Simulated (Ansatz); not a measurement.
This script makes a comparison of functionals at one structure of Sr₃BiP, space group Pm-3m with Ansatz 0.2.0, Python API.

Script `xc_sr3bip.py`:
```python
import argparse
import logging
import sys

import ansatz as az
import pandas as pd

logging.basicConfig(stream=sys.stdout, format="%(levelname)s %(message)s")
log = logging.getLogger("sr3bip")
log.setLevel(logging.INFO)

parser = argparse.ArgumentParser(description="Functional comparison for Sr3BiP (totals differ with the potentials too).")
parser.add_argument("--cutoff", type=float, default=550.0, help="basis")
parser.add_argument("--tolerance", type=float, default=1e-08, help="SCF tolerance (eV)")
args = parser.parse_args()

crystal = (
    az.Lattice.of([5.77675, 0.0, 0.0], [0.0, 5.77675, 0.0], [0.0, 0.0, 5.77675])
    .atom("Sr", [0.0, 0.5, 0.5])
    .atom("Sr", [0.5, 0.0, 0.5])
    .atom("Sr", [0.5, 0.5, 0.0])
    .atom("Bi", [0.0, 0.0, 0.0])
    .atom("P", [0.5, 0.5, 0.5])
)

job = (
    crystal.calculation()
    .basis(args.cutoff)
    .kpoints(4, center="gamma")
    .occupations(az.OccupationsMethod.COLD, width=100 * az.meV)
    .scf(tolerance=args.tolerance)
    .stress()
)

rows = []
for value in ["blyp", "r2scan", "lda"]:
    summary = job.functional(value).run(threads=1).report
    rows.append((value, summary["free_energy_ev"] / len(summary["lattice"]["sites"]), summary["n_iterations"], sum(summary["stress_gpa"][i][i] for i in range(3)) / 3, summary["n_kpoints"]))

table = pd.DataFrame(rows, columns=["functional", "F/atom (eV)", "iterations", "P (GPa)", "k-points"])
print(table.round(5).to_string(index=False))
```

Rank the functionals by the pressure that they give at this structure. What does the order say about their lattices?

From lowest to highest: LDA (-2.4 GPa), r2SCAN (-0.3 GPa) and BLYP (1.1 GPa). At a fixed cell a lower pressure usually means a smaller equilibrium volume, so LDA prefers the smallest cell and BLYP the largest.

The run itself:

```console
$ python xc_sr3bip.py
DeckWarning: output.stress: scf.convergence.dr2_threshold = 1e-8 eV is looser than the 5e-10 eV advised for a printed stress (1e-10 eV for each atom of the cell: 5). What an SCF threshold leaves in a stress goes as its square root, and in the free energy as the threshold itself, and one threshold admits the most on a [...]
functional  F/atom (eV)  iterations  P (GPa)  k-points
      blyp  -4772.00663           9  1.11018        10
    r2scan  -4768.22503          11 -0.34675        10
       lda  -4629.88413           8 -2.41851        10
```
(Warnings from the package without file and line, shortened.)

Reading the output:
- Cold and Methfessel-Paxton smearing aren't meant for a gap as narrow as their width.
- Pressure is positive in compression.
- Spin-orbit coupling, which matters for elements this heavy, is left out.
- The structure comes from a database of computed cells and needn't be a stable or known phase.
- Total energies of different functionals can't be compared; pressures, moments and gaps at this one structure can.
- The whole script took 29 s on 1 thread of Arm Neoverse V1 (shared host), peak memory 0.93 GiB.

(A comment or docstring line of the script was reworded after the run, the code is as it ran.)
